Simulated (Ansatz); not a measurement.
**AlH3S (SMILES [AlH2][SH]) at SVWN5/def2-TZVP**

Aim: the electronic atomisation energy of AlH3S at SVWN5/def2-TZVP, from 4 runs. 

The results are computed with Ansatz 0.2.0.

48 further runs of the same task are left out: 48 set aside as unsound or not needed.

## 1. The structure to begin with

The species is AlH3S (5 atoms), meant as a singlet with charge 0. SMILES: `[AlH2][SH]`. The coordinates come from a PBE0-D4/def2-TZVP relaxation.

Bond lengths: Al1–S2 2.181 Å, Al1–H3 1.579 Å, Al1–H4 1.581 Å, S2–H5 1.344 Å. Angles: Al1–S2–H5 93.7°, S2–Al1–H3 116.5°, S2–Al1–H4 118.9°, H3–Al1–H4 124.6°.

## 2. A single-point energy at SVWN5/def2-TZVP

in.yaml

```yaml
crystal:
  periodic: [false, false, false]
  atoms:
    - {symbol: Al, position_ang: [-0.616100, -0.064200, -0.181700]}
    - {symbol: S, position_ang: [1.129100, -0.343100, 1.096600]}
    - {symbol: H, position_ang: [-1.981700, -0.650100, 0.351100]}
    - {symbol: H, position_ang: [-0.441100, 0.696000, -1.556400]}
    - {symbol: H, position_ang: [1.959700, 0.287800, 0.249000]}
basis:
  gaussian:
    orbitals: def2-TZVP
magnetization:
  spin_polarized: false
  initial_magnetization: 0
hamiltonian:
  xc: {name: SVWN5}
accuracy: high
output: {orbitals: {seedname: orbitals}}
```

Command:

```sh
$ ansatz run in.yaml --threads 1 --pin off --max-ram 3480MiB --events-out events.jsonl --progress --plain --runs-dir runs
```

Standard output:

```text
Warning: RAYON_NUM_THREADS=1 ignored (pool sized by the plan → 1); use --threads N
Functional definition: SVWN5
  name "SVWN5"
  exchange = slater_x
  correlation = vwn5_c
1572 factors; integrals over basis functions are off by at most 3.5e-9 eV
mean field evaluation 1: about -17414.1294 eV, gradient 2.3e1 eV
mean field evaluation 2: about -17413.4285 eV, gradient 3.0e1 eV
mean field evaluation 4: about -17415.8219 eV, gradient 1.9e0 eV
mean field evaluation 8: about -17415.8271 eV, gradient 5.8e-2 eV
mean field evaluation 16: about -17415.8271 eV, gradient 5.4e-6 eV
mean field -17415.82714231 eV, -640.0198426083 hartree, gradient 3.6e-8 eV, S^2 0.000000; 0 other end points of the search recorded, 0 dependent functions left out
reference -17415.82714552 eV, -640.0198427262 hartree; 16, 16 occupied and 76, 76 virtual orbitals, 1572 factors
Total energy: -17415.82714552 eV, -640.0198427262 hartree
```

Wall time 3.3 s (1 thread of Arm Neoverse V1, shared host); peak memory 0.18 GiB.

## 3. The Al atom, same level

job.yaml

```yaml
crystal:
  periodic: [false, false, false]
  atoms:
    - {symbol: Al, position_ang: [0.000000, 0.000000, 0.000000]}
basis:
  gaussian:
    orbitals: def2-TZVP
magnetization:
  spin_polarized: true
  initial_magnetization: 1
hamiltonian:
  xc: {name: SVWN5}
accuracy: high
```

Run the same way, it converges to -241.31129 Eh (log not shown).

## 4. The H atom, same level

in.yaml

```yaml
crystal:
  periodic: [false, false, false]
  atoms:
    - symbol: H
      position_ang: [0.000000, 0.000000, 0.000000]
basis:
  gaussian: {orbitals: def2-TZVP}
total_charge: 0
hamiltonian: {xc: {name: SVWN5}}
accuracy: high
magnetization: {spin_polarized: true, initial_magnetization: 1}
```

Command:

```sh
$ ansatz run in.yaml --threads 1 --pin off --max-ram 3480MiB --events-out events.jsonl --progress --plain --runs-dir runs
```

Standard output:

```text
Warning: RAYON_NUM_THREADS=1 ignored (pool sized by the plan → 1); use --threads N
[... 4 set-up lines as earlier in the session ...]
21 factors; integrals over basis functions are off by at most 4.9e-8 eV
mean field evaluation 1: about -13.0148 eV, gradient 4.6e-1 eV
mean field evaluation 2: about -13.0170 eV, gradient 5.0e-2 eV
mean field evaluation 4: about -13.0164 eV, gradient 2.2e-3 eV
mean field evaluation 8: about -13.0164 eV, gradient 3.8e-7 eV
mean field -13.01639852 eV, -0.4783438226 hartree, gradient 2.3e-9 eV, S^2 0.750000; 0 other end points of the search recorded, 0 dependent functions left out
reference -13.01640029 eV, -0.4783438880 hartree; 1, 0 occupied and 5, 6 virtual orbitals, 21 factors
Total energy: -13.01640029 eV, -0.4783438880 hartree
```

Wall time 0.1 s (1 thread of Arm Neoverse V1, shared host).

## 5. The S atom

in.yaml

```yaml
basis:
  gaussian: {orbitals: def2-TZVP}
crystal:
  periodic: [false, false, false]
  atoms:
    - {symbol: S, position_ang: [0.000000, 0.000000, 0.000000]}
magnetization: {spin_polarized: true, initial_magnetization: 2}
hamiltonian: {xc: {name: SVWN5}}
accuracy: high
```

Run the same way, it converges to -396.72645 Eh (log not shown).

## 6. What came out

At SVWN5/def2-TZVP:

| quantity | value |
| --- | --- |
| molecule: total energy | -640.01984 Eh |
| molecule: HOMO energy | -6.82 eV |
| molecule: LUMO energy | -2.38 eV |
| molecule: HOMO–LUMO gap | 4.44 eV |
| Al atom: total energy | -241.31129 Eh |
| Al atom: ⟨S²⟩ | 0.752 |
| H atom: total energy | -0.47834 Eh |
| H atom: ⟨S²⟩ | 0.750 |
| S atom: total energy | -396.72645 Eh |
| S atom: ⟨S²⟩ | 2.002 |
| electronic atomisation energy | 14.887 eV |

What this shows: Taking the molecule apart into free atoms costs 14.89 eV (1436 kJ/mol), before zero-point energy and without spin-orbit coupling.
